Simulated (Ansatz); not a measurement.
# C₃H₇ClSi: how energies converge with the basis set

One table from this session's results is given with a row withheld; the runs are named, their logs left out.

Method: one geometry, several basis sets; program: Ansatz 0.2.0, Gaussian basis.

The runs, in order: PBE0-D4/def2-SVP; ωB97M-V/def2-SVP; PBE0-D4/def2-QZVPP; ωB97M-V/def2-QZVPP; the functionals' def2-TZVPP values are taken from earlier runs.

**The geometry**

The geometry comes from an earlier relaxation with PBE0-D4 in a triple-zeta def2 set; it is a stationary point, not always the lowest conformer.

SMILES `[SiH3]C1(Cl)CC1`, 12 atoms, charge 0, spin multiplicity 1.

Atoms are counted from 1 here; the program's logs count them from 0.

Bond lengths: Si1–C2 1.865 Å, Si1–H6 1.484 Å, Si1–H7 1.489 Å, Si1–H8 1.484 Å, C2–Cl3 1.771 Å, C2–C4 1.501 Å, C2–C5 1.501 Å, C4–C5 1.494 Å, C4–H9 1.084 Å, C4–H10 1.082 Å, C5–H11 1.084 Å, C5–H12 1.082 Å. Angles: C2–Si1–H6 110.2°, C2–Si1–H7 107.4°, C2–Si1–H8 110.2°, H6–Si1–H7 109.6°, H6–Si1–H8 109.7°, H7–Si1–H8 109.6°, Si1–C2–Cl3 112.1°, Si1–C2–C4 121.4°, Si1–C2–C5 121.5°, Cl3–C2–C4 116.5°, Cl3–C2–C5 116.5°, C4–C2–C5 59.7°, C2–C4–C5 60.1°, C2–C4–H9 117.8°, C2–C4–H10 116.5°, C5–C4–H9 119.1°, C5–C4–H10 117.6°, H9–C4–H10 114.8° and more.

Set-up of the first run:

Input file in.yaml:

```yaml
crystal:
  periodic: [false, false, false]
  atoms:
    - {symbol: Si, position_ang: [-1.679973, 0.052514, 0.067013]}
    - {symbol: C, position_ang: [0.100726, 0.182040, -0.471326]}
    - {symbol: Cl, position_ang: [0.254603, 0.836288, -2.109481]}
    - {symbol: C, position_ang: [1.187484, 0.543467, 0.498285]}
    - {symbol: C, position_ang: [1.119550, -0.840226, -0.060510]}
    - {symbol: H, position_ang: [-2.426720, -0.852029, -0.842300]}
    - {symbol: H, position_ang: [-1.688562, -0.507633, 1.446675]}
    - {symbol: H, position_ang: [-2.314002, 1.394426, 0.070694]}
    - {symbol: H, position_ang: [0.908698, 0.708366, 1.532844]}
    - {symbol: H, position_ang: [1.967924, 1.195868, 0.128158]}
    - {symbol: H, position_ang: [0.792915, -1.651720, 0.579815]}
    - {symbol: H, position_ang: [1.854357, -1.116560, -0.805770]}
basis:
  gaussian: {orbitals: def2-SVP}
hamiltonian: {xc: pbe0, dispersion: d4}
output: {orbitals: {seedname: orbitals}}
```

Steps of the session up to this table: PBE0-D4 in def2-SVP; ωB97M-V in def2-SVP; PBE0-D4 in def2-QZVPP; ωB97M-V in def2-QZVPP.

One table of the session follows, with a row left open; its other results are not shown here.

It belongs to the step «Functionals by basis». 

| functional | basis | HOMO (eV) | LUMO (eV) |
| --- | --- | --- | --- |
| PBE0-D4 | def2-SVP | -7.77 | 0.80 |
| PBE0-D4 | def2-TZVPP | ? | ? |
| PBE0-D4 | def2-QZVPP | -7.91 | 0.21 |
| ωB97M-V | def2-SVP | -9.99 | 2.83 |
| ωB97M-V | def2-TZVPP | -10.13 | 2.13 |
| ωB97M-V | def2-QZVPP | -10.17 | 1.72 |

Q: Estimate the row for PBE0-D4, def2-TZVPP from the others.

As computed: HOMO (eV): -7.88; LUMO (eV): 0.35. In the column «HOMO (eV)» it lies between PBE0-D4, def2-QZVPP (-7.91) and PBE0-D4, def2-SVP (-7.77).
